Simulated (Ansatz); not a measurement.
# CH3In: the cost of one run

Program: Ansatz 0.2.0, Gaussian basis. Level of theory: PBE0-D4/def2-TZVP structures, single points in def2-TZVPP, no counterpoise correction. These are calculated values, not measurements.

Levels: SPW92, PBE-D4, BLYP-D4, r2SCAN-D4, B97M-V, PBE0-D4, B3LYP-D4, r2SCAN0-D4, BHLYP-D4, CAM-B3LYP-D4, wB97X-V, wB97M-V, B2PLYP, PBE-QIDH, RPA on PBE, Hartree-Fock, MP2, CCSD, CCSD(T).

Cores are frozen in the correlated methods. Filled d shells of the heavier atoms are correlated. Core potentials replace the inner electrons past krypton, and spin-orbit coupling is left out. B3LYP uses VWN-RPA correlation. B2PLYP carries no dispersion term here.

50 further runs of the same task are left out: 50 set aside as unsound or not needed.

**1. Starting geometry**

The complex: 7 atoms, charge 0, spin multiplicity 1.

Atoms are counted from 1 here; the program's logs count them from 0.

Bond lengths: In1–C4 2.214 Å, Cl2–H3 1.309 Å, C4–H5 1.095 Å, C4–H6 1.095 Å, C4–H7 1.095 Å. Angles: In1–C4–H5 111.0°, In1–C4–H6 111.0°, In1–C4–H7 111.0°, H5–C4–H6 107.9°, H5–C4–H7 107.9°, H6–C4–H7 107.9°.

Coordinates:

```
In   -0.0742   -0.4749   -0.1441
Cl   -0.6483   -4.1785   -1.2702
H    -0.4566   -2.9394   -0.8932
C     0.2515    1.6202    0.4923
H     0.3809    1.6841    1.5776
H     1.1470    2.0380    0.0210
H    -0.6001    2.2505    0.2166
```

Its parts: CH3In holds atoms 1, 4, 5, 6, 7; HCl holds atoms 2, 3. Each part counts its atoms afresh in its own runs.

**2. Relaxing CH3In alone**

File relax-a/in.yaml:

```yaml
crystal:
  periodic: [false, false, false]
  atoms:
    - {symbol: In, position_ang: [-0.074224, -0.474897, -0.144108]}
    - {symbol: C, position_ang: [0.251451, 1.620191, 0.492317]}
    - {symbol: H, position_ang: [0.380914, 1.684144, 1.577607]}
    - {symbol: H, position_ang: [1.146980, 2.038011, 0.021050]}
    - {symbol: H, position_ang: [-0.600118, 2.250475, 0.216608]}
basis:
  gaussian: {orbitals: def2-TZVP}
hamiltonian: {xc: pbe0, dispersion: d4}
relax: {f_tol: 0.005, max_steps: 200}
```

On the command line:

```bash
$ ansatz run in.yaml --threads 2 --pin off --events-out ev --progress --plain --max-ram 4352MiB
```

**Question.** How long does this run take on 2 threads of Intel Xeon 6975P-C, shared host?

About 3.5 s.
